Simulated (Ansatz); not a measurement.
# C2H8B2Si: one species, many methods

One table from this session's results is given with a row withheld; the runs are named, their logs left out.

Computed with Ansatz 0.2.0, Gaussian basis. Level: functionals in def2-TZVPP, the program's frozen cores in correlated methods.

Levels to be run: PBE-D4, r2SCAN-D4, PBE0-D4, B3LYP-D4, ωB97X-V, ωB97M-V, B2PLYP; CCSD(T)/def2-TZVPP; MP2/def2-QZVPP; extrapolation to the limit.

## The geometry

The geometry comes from an earlier relaxation with PBE0-D4 in a triple-zeta def2 set; it is a stationary point, not always the lowest conformer.

SMILES `BC1(B)C[SiH2]1`, 13 atoms, charge 0, spin multiplicity 1.

Atoms are counted from 1 here; the program's logs count them from 0.

Bond lengths: B1–C2 1.528 Å, B1–H6 1.195 Å, B1–H7 1.202 Å, C2–B3 1.528 Å, C2–C4 1.532 Å, C2–Si5 1.904 Å, B3–H8 1.202 Å, B3–H9 1.195 Å, C4–Si5 1.834 Å, C4–H10 1.086 Å, C4–H11 1.086 Å, Si5–H12 1.476 Å, Si5–H13 1.476 Å. Angles: C2–B1–H6 119.7°, C2–B1–H7 120.6°, H6–B1–H7 119.6°, B1–C2–B3 119.9°, B1–C2–C4 119.9°, B1–C2–Si5 100.7°, B3–C2–C4 119.9°, B3–C2–Si5 100.8°, C4–C2–Si5 63.4°, C2–B3–H8 120.6°, C2–B3–H9 119.7°, H8–B3–H9 119.6°, C2–C4–Si5 68.2°, C2–C4–H10 116.0°, C2–C4–H11 116.0°, Si5–C4–H10 117.4°, Si5–C4–H11 117.4°, H10–C4–H11 114.2° and more.

As a file:

```
atom    x (Å)    y (Å)    z (Å)
  B1  -1.5921  -0.0898   0.4997
  C2  -0.2156  -0.4785  -0.0372
  B3   0.7795  -1.2020   0.8686
  C4   0.2113  -0.0338  -1.4395
 Si5   0.6081   1.2331  -0.1747
  H6  -1.8476  -0.2600   1.6551
  H7  -2.4179   0.3962  -0.2260
  H8   1.8291  -1.5955   0.4345
  H9   0.5177  -1.3690   2.0230
 H10  -0.5936   0.1881  -2.1338
 H11   1.0416  -0.5785  -1.8789
 H12  -0.2686   2.4016   0.0379
 H13   1.9683   1.3533   0.3861
```

The first run:

in.yaml reads:

```yaml
crystal:
  periodic: [false, false, false]
  atoms:
    - {symbol: B, position_ang: [-1.592128, -0.089836, 0.499727]}
    - {symbol: C, position_ang: [-0.215569, -0.478481, -0.037238]}
    - {symbol: B, position_ang: [0.779532, -1.201997, 0.868624]}
    - {symbol: C, position_ang: [0.211344, -0.033816, -1.439544]}
    - {symbol: Si, position_ang: [0.608093, 1.233090, -0.174670]}
    - {symbol: H, position_ang: [-1.847572, -0.259966, 1.655078]}
    - {symbol: H, position_ang: [-2.417933, 0.396241, -0.225966]}
    - {symbol: H, position_ang: [1.829086, -1.595534, 0.434537]}
    - {symbol: H, position_ang: [0.517702, -1.368971, 2.023010]}
    - {symbol: H, position_ang: [-0.593552, 0.188093, -2.133824]}
    - {symbol: H, position_ang: [1.041642, -0.578519, -1.878902]}
    - {symbol: H, position_ang: [-0.268559, 2.401610, 0.037927]}
    - {symbol: H, position_ang: [1.968315, 1.353286, 0.386139]}
basis:
  gaussian: {orbitals: def2-TZVPP}
hamiltonian: {xc: pbe, dispersion: d4}
output: {forces: true, orbitals: {seedname: orbitals}}
```

Launch:

```bash
$ ansatz run in.yaml --threads 4 --pin off --events-out ev --progress --plain --max-ram 10444MiB
```

Among the steps run: PBE-D4 (GGA); r2SCAN-D4 (meta-GGA); PBE0-D4 (hybrid); B3LYP-D4 (hybrid); ωB97X-V (range-separated); ωB97M-V (range-separated); B2PLYP (double hybrid); CCSD(T) in def2-TZVPP; MP2 in def2-QZVPP.

One table of the session follows, with a row left open; its other results are not shown here.

| method | atomisation energy (eV) |
| --- | --- |
| PBE-D4 | 49.811 |
| r2SCAN-D4 | 49.504 |
| PBE0-D4 | 49.448 |
| B3LYP-D4 | 49.216 |
| ωB97X-V | 49.288 |
| ωB97M-V | 49.368 |
| B2PLYP | 48.662 |
| HF/def2-TZVPP | 37.817 |
| MP2/def2-TZVPP | ? |
| CCSD/def2-TZVPP | 47.257 |
| CCSD(T)/def2-TZVPP | 47.869 |
| MP2/CBS | 49.559 |
| CCSD(T)/CBS | 48.904 |

Q: Estimate the row for MP2/def2-TZVPP from the others.

As computed: atomisation energy (eV): 48.525. In the column «atomisation energy (eV)» it lies between CCSD(T)/def2-TZVPP (47.869) and B2PLYP (48.662).
